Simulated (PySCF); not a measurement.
**TeS (triplet): basis, grid and Hamiltonian**

The method stays; parts of the set-up, such as the basis or the Hamiltonian, are changed.

Computed with PySCF 2.14.0. Level: each script names its method and basis.

2 further runs of the same task are left out: 1 for a known fault of the program, 1 that didn't finish.

## 1. The starting structure

TeS (triplet): 2 atoms, charge 0, spin multiplicity 3.

Bond lengths: Te1–S2 2.075 Å.

## 2. The base run

File input.py:

```python
from pyscf import gto, dft

mol = gto.M(
    atom='Te 0 0 0; S 0 0 2.075',
    basis='def2-svp',
    ecp={'Te': 'def2-svp'},
    charge=0,
    spin=2,
    verbose=4,
)
mf = dft.UKS(mol, xc='pw91')
mf.kernel()
mf.dip_moment()
print('orbital energies (hartree):', [e[max(0, n-3):n+3].round(4) for e, n in zip(mf.mo_energy, mol.nelec)])
```

The run is started by

```bash
> OMP_NUM_THREADS=1 python input.py
```

Its log is not repeated here.

Base result: E(SCF) = -666.149394 Eh, 11 cycles, ⟨S²⟩ = 2.002, μ = 1.30 D.

The bond length is a typed value, not an optimised one. The triplet is typed in the script; nothing here shows that it is the ground state.

## 3. Crenbl

Run 1 changes basis set: def2-svp → crenbl. The core potential changes with it: totals don't compare.

File input.py:

```python
from pyscf import gto, dft

mol = gto.M(
    atom='Te 0 0 0; S 0 0 2.075',
    basis='crenbl',
    ecp={'Te': 'crenbl', 'S': 'crenbl'},
    charge=0,
    spin=2,
    verbose=4,
)
mf = dft.UKS(mol, xc='pw91')
mf.kernel()
mf.dip_moment()
print('orbital energies (hartree):', [e[max(0, n-3):n+3].round(4) for e, n in zip(mf.mo_energy, mol.nelec)])
```

The run is started by

```bash
> OMP_NUM_THREADS=1 python input.py
```

## 4. Cartesian functions on

Run 2 changes Cartesian functions: off → on.

Edit input.py of step 2 so:

```diff
@@ -8,2 +8,3 @@
     spin=2,
+    cart=True,
     verbose=4,
```

## 5. Integration grid 2

Run 3 changes integration grid: default → 2.

Edit input.py of step 2 so:

```diff
@@ -11,2 +11,3 @@
 mf = dft.UKS(mol, xc='pw91')
+mf.grids.level = 2
 mf.kernel()
```

Before running it: what results should come out? Wanted: for each run, E(SCF); from base; gap, α spin; SCF dipole.

**Answer**, as computed:

```
                   run  E(SCF) (hartree)  from base (eV)  cycles  gap, α spin (eV)  SCF dipole (D)  functions
                  base       -666.149394               0      11              4.23            1.30         44
                crenbl       -106.738147  not comparable      10              3.82            2.15         48
Cartesian functions on       -666.157315         -0.2155      11              4.23            1.28         47
    integration grid 2       -666.149492         -0.0027      11              4.23            1.30         44
```

In words: The largest comparable shift of the SCF energy, -0.216 eV, comes with the run “Cartesian functions on”.
